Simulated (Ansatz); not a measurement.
# The gallium atom (doublet): density functionals in aug-cc-pVDZ

What do functionals of several rungs give for the gallium atom (doublet)?

The runs use Ansatz 0.2.0, Gaussian basis; aug-cc-pVDZ, all electrons in the functionals, frozen cores in the correlation of double hybrids and RPA.

The runs, in order: SPW92, PBE, BLYP, revPBE, r2SCAN, B97M-V, PBE0, B3LYP, r2SCANh, r2SCAN0, BHLYP, CAM-B3LYP, wB97X-V, wB97M-V, HSE06, B2PLYP, PBE-QIDH, RPA-PBE.

### Step 1. The atom

A free atom, in its lowest state of this spin that the program finds. No spin-orbit coupling is included. The filled d shell of Ga may be among the frozen orbitals whatever the setting's name suggests; the logs give the count.

1 atom, charge 0, spin multiplicity 2.

No dispersion term is added; B97M-V, wB97X-V, wB97M-V hold VV10 nonlocal correlation. B3LYP takes the VWN-RPA correlation. HSE06 is the plane-wave form.

### Step 2. SPW92 (unrestricted)

The input, in.yaml:

```yaml
crystal:
  periodic: [false, false, false]
  atoms:
    - {symbol: Ga, position_ang: [0.000000, 0.000000, 0.000000]}
basis:
  gaussian: {orbitals: aug-cc-pVDZ}
magnetization: {spin_polarized: true, initial_magnetization: 1}
hamiltonian: {xc: {name: SPW92}}
```

On the command line:

```sh
> ansatz run in.yaml --threads 1 --pin off --events-out ev --progress --plain --max-ram 2393MiB
```

Log:

```text
Functional definition: SPW92
  name "SPW92"
  cite "Dirac, Proc. Camb. Phil. Soc. 26, 376 (1930) doi:10.1017/S0305004100016108"
  cite "Slater, Phys. Rev. 81, 385 (1951) doi:10.1103/PhysRev.81.385"
  cite "Perdew & Wang, Phys. Rev. B 45, 13244 (1992) doi:10.1103/PhysRevB.45.13244"
  exchange = slater_x
  correlation = pw_c
340 factors; their error is unknown
mean field evaluation 1: about -52293.0584 eV, gradient 3.9e0 eV
mean field evaluation 2: about -52293.1000 eV, gradient 2.6e0 eV
mean field evaluation 4: about -52293.1557 eV, gradient 6.3e-1 eV
mean field evaluation 8: about -52293.1578 eV, gradient 1.4e-3 eV
mean field evaluation 16: about -52293.1581 eV, gradient 2.7e-2 eV
mean field evaluation 32: about -52293.1578 eV, gradient 2.8e-2 eV
mean field -52293.15776546 eV, -1921.7381023053 hartree, gradient 1.0e-6 eV, S^2 0.750863; 2 other end points of the search recorded, 0 dependent functions left out
reference -52293.15781312 eV, -1921.7381040569 hartree; 16, 15 occupied and 20, 21 virtual orbitals, 340 factors
Total energy: -52293.15781312 eV, -1921.7381040569 hartree
```

Wall time 0.51 s (1 thread of Arm Neoverse V2, shared host).

From the report: ⟨S²⟩ of the determinant 0.751 (pure doublet: 0.75).

### Step 3. PBE (unrestricted)

in.yaml, as its differences from that of step 2:

```diff
@@ -7,2 +7,3 @@
 magnetization: {spin_polarized: true, initial_magnetization: 1}
-hamiltonian: {xc: {name: SPW92}}
+hamiltonian: {xc: {name: PBE}}
+output: {orbitals: {seedname: orbitals}}
```

The command is unchanged.

Log:

```text
Functional definition: PBE
  name "PBE"
  cite "Perdew, Burke & Ernzerhof, Phys. Rev. Lett. 77, 3865 (1996) doi:10.1103/PhysRevLett.77.3865"
  parent pbe
  parameter kappa = 0.804
  parameter beta = 0.06672455060314922
  exchange = pbe_x(kappa = kappa, mu = beta*pi^2/3)
  correlation = pbe_c(beta = beta)
340 factors; their error is unknown
mean field evaluation 1: about -52367.8137 eV, gradient 3.6e0 eV
mean field evaluation 2: about -52367.8992 eV, gradient 1.5e0 eV
mean field evaluation 4: about -52367.9078 eV, gradient 5.0e-2 eV
mean field evaluation 8: about -52367.9047 eV, gradient 8.0e-5 eV
mean field evaluation 16: about -52367.9047 eV, gradient 2.0e-5 eV
mean field -52367.90472122 eV, -1924.4850022642 hartree, gradient 1.7e-6 eV, S^2 0.752189; 1 other end points of the search recorded, 0 dependent functions left out
reference -52367.90478074 eV, -1924.4850044513 hartree; 16, 15 occupied and 20, 21 virtual orbitals, 340 factors
Total energy: -52367.90478074 eV, -1924.4850044513 hartree
```

Wall time 0.75 s (1 thread of Arm Neoverse V2, shared host).

From the report: ⟨S²⟩ of the determinant 0.752 (pure doublet: 0.75).

### Step 4. BLYP (unrestricted)

in.yaml, as its differences from that of step 3:

```diff
@@ -7,3 +7,2 @@
 magnetization: {spin_polarized: true, initial_magnetization: 1}
-hamiltonian: {xc: {name: PBE}}
-output: {orbitals: {seedname: orbitals}}
+hamiltonian: {xc: {name: BLYP}}
```

Same command.

Log:

```text
Functional definition: BLYP
  name "BLYP"
  cite "Becke, Phys. Rev. A 38, 3098 (1988) doi:10.1103/PhysRevA.38.3098"
  cite "Lee, Yang & Parr, Phys. Rev. B 37, 785 (1988) doi:10.1103/PhysRevB.37.785"
  parameter beta = 0.0042
  parameter a = 0.04918
  parameter b = 0.132
  parameter c = 0.2533
  parameter d = 0.349
  exchange = b88_x(beta = beta)
  correlation = lyp_c(a = a, b = b, c = c, d = d)
340 factors; their error is unknown
mean field evaluation 1: about -52377.9155 eV, gradient 3.9e0 eV
mean field evaluation 2: about -52378.0123 eV, gradient 1.7e0 eV
mean field evaluation 4: about -52378.0237 eV, gradient 4.9e-2 eV
mean field evaluation 8: about -52378.0206 eV, gradient 5.5e-5 eV
mean field evaluation 16: about -52378.0206 eV, gradient 1.8e-5 eV
mean field -52378.02062436 eV, -1924.8567548477 hartree, gradient 2.3e-6 eV, S^2 0.751525; 1 other end points of the search recorded, 0 dependent functions left out
reference -52378.02089003 eV, -1924.8567646109 hartree; 16, 15 occupied and 20, 21 virtual orbitals, 340 factors
Total energy: -52378.02089003 eV, -1924.8567646109 hartree
```

It took 0.84 s on 1 thread of Arm Neoverse V2, shared host.

From the report: ⟨S²⟩ of the determinant 0.752 (pure doublet: 0.75).

### Step 5. revPBE (unrestricted)

in.yaml, as its differences from that of step 4:

```diff
@@ -7,2 +7,2 @@
 magnetization: {spin_polarized: true, initial_magnetization: 1}
-hamiltonian: {xc: {name: BLYP}}
+hamiltonian: {xc: {name: revPBE}}
```

Same command.

Log:

```text
Functional definition: revPBE
  name "revPBE"
  cite "Zhang & Yang, Phys. Rev. Lett. 80, 890 (1998) doi:10.1103/PhysRevLett.80.890"
  cite "Perdew, Burke & Ernzerhof, Phys. Rev. Lett. 77, 3865 (1996) doi:10.1103/PhysRevLett.77.3865"
  parameter kappa = 1.245
  parameter beta = 0.06672455060314922
  exchange = pbe_x(kappa = kappa, mu = beta*pi^2/3)
  correlation = pbe_c(beta = beta)
340 factors; their error is unknown
mean field evaluation 1: about -52372.0488 eV, gradient 3.5e0 eV
mean field evaluation 2: about -52372.1339 eV, gradient 1.4e0 eV
mean field evaluation 4: about -52372.1416 eV, gradient 5.8e-2 eV
mean field evaluation 8: about -52372.1386 eV, gradient 1.2e-4 eV
mean field evaluation 16: about -52372.1386 eV, gradient 3.4e-5 eV
mean field -52372.13858769 eV, -1924.6405939871 hartree, gradient 1.6e-6 eV, S^2 0.752696; 3 other end points of the search recorded, 0 dependent functions left out
reference -52372.13866117 eV, -1924.6405966875 hartree; 16, 15 occupied and 20, 21 virtual orbitals, 340 factors
Total energy: -52372.13866117 eV, -1924.6405966875 hartree
```

It took 0.93 s on 1 thread of Arm Neoverse V2, shared host.

From the report: ⟨S²⟩ of the determinant 0.753 (pure doublet: 0.75).

### Step 6. r2SCAN (unrestricted)

in.yaml, as its differences from that of step 5:

```diff
@@ -7,2 +7,2 @@
 magnetization: {spin_polarized: true, initial_magnetization: 1}
-hamiltonian: {xc: {name: revPBE}}
+hamiltonian: {xc: {name: r2SCAN}}
```

The command is unchanged.

Log (excerpt; [...] marks lines left out):

```text
Functional definition: r2SCAN
  name "r2SCAN"
  cite "Furness, Kaplan, Ning, Perdew & Sun, J. Phys. Chem. Lett. 11, 8208 (2020) doi:10.1021/acs.jpclett.0c02405"
  cite "Furness, Kaplan, Ning, Perdew & Sun, J. Phys. Chem. Lett. 11, 9248 (2020) doi:10.1021/acs.jpclett.0c03077"
  parent r2scan
[...]
340 factors; their error is unknown
[...]
mean field -52375.32225919 eV, -1924.7575917567 hartree, gradient 6.0e-5 eV, S^2 0.755938; 3 other end points of the search recorded, 0 dependent functions left out
reference -52375.32229330 eV, -1924.7575930103 hartree; 16, 15 occupied and 20, 21 virtual orbitals, 340 factors
Total energy: -52375.32229330 eV, -1924.7575930103 hartree
```

Wall time 3.1 s (1 thread of Arm Neoverse V2, shared host).

From the report: ⟨S²⟩ of the determinant 0.756 (pure doublet: 0.75).

### Step 7. B97M-V (unrestricted)

in.yaml, as its differences from that of step 6:

```diff
@@ -7,2 +7,2 @@
 magnetization: {spin_polarized: true, initial_magnetization: 1}
-hamiltonian: {xc: {name: r2SCAN}}
+hamiltonian: {xc: {name: B97M-V}}
```

Launched as before.

Log (excerpt; [...] marks lines left out):

```text
Functional definition: B97M-V
  name "B97M-V"
  cite "Mardirossian & Head-Gordon, J. Chem. Phys. 142, 074111 (2015) doi:10.1063/1.4907719"
  cite "Becke, J. Chem. Phys. 107, 8554 (1997) doi:10.1063/1.475007"
  cite "Vydrov & Van Voorhis, J. Chem. Phys. 133, 244103 (2010) doi:10.1063/1.3521275"
  # Of w^i u^j: cxij and so on, Table III.
[...]
  gx(w, u) = cx00 + cx01*u + cx02*u^2 + (cx10 + cx11*u)*w
  gss(w, u) = css00 + css02*u^2 + css10*w + (css32*w^3 + css42*w^4)*u^2
  gos(w, u) = cos00 + cos01*u + cos03*u^3 + cos10*w + cos32*w^3*u^2
[...]
      + integral(e_c_pw_mod_opposite_spin*gos(b97_w_opposite, b97_u_opposite)) + vv10(b, c)
340 factors; their error is unknown
[...]
mean field -52365.60970339 eV, -1924.4006619143 hartree, gradient 7.7e-6 eV, S^2 0.752212; 1 other end points of the search recorded, 0 dependent functions left out
reference -52365.60979292 eV, -1924.4006652046 hartree; 16, 15 occupied and 20, 21 virtual orbitals, 340 factors
Total energy: -52365.60979292 eV, -1924.4006652046 hartree
```

Wall time 3.5 s (1 thread of Arm Neoverse V2, shared host).

From the report: ⟨S²⟩ of the determinant 0.752 (pure doublet: 0.75).

### Step 8. PBE0 (unrestricted)

in.yaml, as its differences from that of step 7:

```diff
@@ -7,2 +7,3 @@
 magnetization: {spin_polarized: true, initial_magnetization: 1}
-hamiltonian: {xc: {name: B97M-V}}
+hamiltonian: {xc: {name: PBE0}}
+output: {orbitals: {seedname: orbitals}}
```

The command is unchanged.

Log:

```text
Functional definition: PBE0
  name "PBE0"
  cite "Adamo & Barone, J. Chem. Phys. 110, 6158 (1999) doi:10.1063/1.478522"
  cite "Perdew, Burke & Ernzerhof, Phys. Rev. Lett. 77, 3865 (1996) doi:10.1103/PhysRevLett.77.3865"
  parent pbe
  parameter a = 0.25
  parameter kappa = 0.804
  parameter beta = 0.06672455060314922
  exchange = (1 - a)*pbe_x(kappa = kappa, mu = beta*pi^2/3) + a*exact_x
  correlation = pbe_c(beta = beta)
244 factors; integrals over basis functions are off by at most 6.6e-5 eV
mean field evaluation 1: about -52368.8924 eV, gradient 1.9e0 eV
mean field evaluation 2: about -52368.9333 eV, gradient 3.5e-1 eV
mean field evaluation 4: about -52368.9325 eV, gradient 3.6e-1 eV
mean field evaluation 8: about -52368.9340 eV, gradient 1.2e-3 eV
mean field evaluation 16: about -52368.9337 eV, gradient 9.4e-2 eV
mean field -52368.93395644 eV, -1924.5228259609 hartree, gradient 8.1e-6 eV, S^2 0.753594; 1 other end points of the search recorded, 0 dependent functions left out
reference -52368.93400148 eV, -1924.5228276158 hartree; 16, 15 occupied and 20, 21 virtual orbitals, 244 factors
Total energy: -52368.93400148 eV, -1924.5228276158 hartree
```

Run time: 0.93 s. Hardware: 1 thread of Arm Neoverse V2, shared host.

From the report: ⟨S²⟩ of the determinant 0.754 (pure doublet: 0.75).

### Step 9. B3LYP (unrestricted)

in.yaml, as its differences from that of step 8:

```diff
@@ -7,3 +7,2 @@
 magnetization: {spin_polarized: true, initial_magnetization: 1}
-hamiltonian: {xc: {name: PBE0}}
-output: {orbitals: {seedname: orbitals}}
+hamiltonian: {xc: {name: B3LYP}}
```

Same command.

Log (excerpt; [...] marks lines left out):

```text
Functional definition: B3LYP
  name "B3LYP"
  cite "Stephens, Devlin, Chabalowski & Frisch, J. Phys. Chem. 98, 11623 (1994) doi:10.1021/j100096a001"
  cite "Becke, Phys. Rev. A 38, 3098 (1988) doi:10.1103/PhysRevA.38.3098"
  cite "Lee, Yang & Parr, Phys. Rev. B 37, 785 (1988) doi:10.1103/PhysRevB.37.785"
  cite "Vosko, Wilk & Nusair, Can. J. Phys. 58, 1200 (1980) doi:10.1139/p80-159"
[...]
244 factors; integrals over basis functions are off by at most 6.6e-5 eV
[...]
mean field -52377.33625547 eV, -1924.8316047550 hartree, gradient 7.5e-5 eV, S^2 0.752286; 1 other end points of the search recorded, 0 dependent functions left out
reference -52377.33645950 eV, -1924.8316122529 hartree; 16, 15 occupied and 20, 21 virtual orbitals, 244 factors
Total energy: -52377.33645950 eV, -1924.8316122529 hartree
```

It took 0.99 s on 1 thread of Arm Neoverse V2, shared host.

From the report: ⟨S²⟩ of the determinant 0.752 (pure doublet: 0.75).

### Step 10. r2SCANh (unrestricted)

in.yaml, as its differences from that of step 9:

```diff
@@ -7,2 +7,2 @@
 magnetization: {spin_polarized: true, initial_magnetization: 1}
-hamiltonian: {xc: {name: B3LYP}}
+hamiltonian: {xc: {name: r2SCANh}}
```

Same command.

Log (excerpt; [...] marks lines left out):

```text
Functional definition: r2SCANh
  name "r2SCANh"
  cite "Bursch, Neugebauer, Ehlert & Grimme, J. Chem. Phys. 156, 134105 (2022) doi:10.1063/5.0086040"
  cite "Furness, Kaplan, Ning, Perdew & Sun, J. Phys. Chem. Lett. 11, 8208 (2020) doi:10.1021/acs.jpclett.0c02405"
  cite "Furness, Kaplan, Ning, Perdew & Sun, J. Phys. Chem. Lett. 11, 9248 (2020) doi:10.1021/acs.jpclett.0c03077"
  parent r2scan
[...]
244 factors; integrals over basis functions are off by at most 6.6e-5 eV
[...]
mean field -52375.06202362 eV, -1924.7480282760 hartree, gradient 4.3e-5 eV, S^2 0.756162; 1 other end points of the search recorded, 0 dependent functions left out
reference -52375.06205322 eV, -1924.7480293637 hartree; 16, 15 occupied and 20, 21 virtual orbitals, 244 factors
Total energy: -52375.06205322 eV, -1924.7480293637 hartree
```

It took 2.2 s on 1 thread of Arm Neoverse V2, shared host.

From the report: ⟨S²⟩ of the determinant 0.756 (pure doublet: 0.75).

(Part 1 of 2 ends here.)
